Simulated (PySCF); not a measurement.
# CH8FGaN2: the cost of one run

Programs: PySCF 2.14.0, with density-fitted response routines of our own. Each step states its level of theory. These are calculated values for one molecule in the gas phase, unless marked as measured. Atoms are numbered from 0 throughout.

### Step 1. The molecule as given

13 atoms, charge 0, multiplicity 1; geometry from: GFN2-xTB. The atoms were then displaced at random by about 0.01 Å, so the start is not that level's minimum.

Bonds of the start (Å): C0–N1 1.43, N1–Ga2 1.83, Ga2–N3 2.22, Ga2–F4 1.77, C0–H5 1.11, C0–H6 1.10, C0–H7 1.09, N1–H8 1.00, Ga2–H9 1.54, N3–H10 1.01, N3–H11 1.00, N3–H12 1.01.

### Step 2. Relaxing the molecule at PBE0-D3(BJ)/def2-SVP

Job settings and geometry (Å):

```
{"job": {"xc": "PBE0", "basis": "def2-SVP", "d3": "d3bj", "grid": 1, "shake": 0.01, "kind": "geom"}, "charge": 0, "multiplicity": 1}
C     -1.844330     0.233410    -0.920940
N     -0.882950    -0.645730    -0.336070
Ga     0.207080    -0.262510     1.088860
N      2.028470     0.388010    -0.007060
F      1.119720    -1.688490     1.612510
H     -1.556850     1.294330    -0.754840
H     -1.916200     0.092400    -2.006530
H     -2.853470     0.140490    -0.510810
H     -1.210680    -1.594100    -0.374080
H      0.055440     0.800220     2.191090
H      1.989740     1.241110    -0.538670
H      2.813860     0.376910     0.615890
H      2.055970    -0.392930    -0.653420
```

Launch:

```
$ OMP_NUM_THREADS=1 python probes_run.py task.json out
```

The driver reads the jobs from task.json and runs them one after another.

**Question.** How long does this first job take on 1 thread of Arm Neoverse V2, shared host, and how much memory does it need?

About 2.2 min, with a peak of 0.53 GiB.
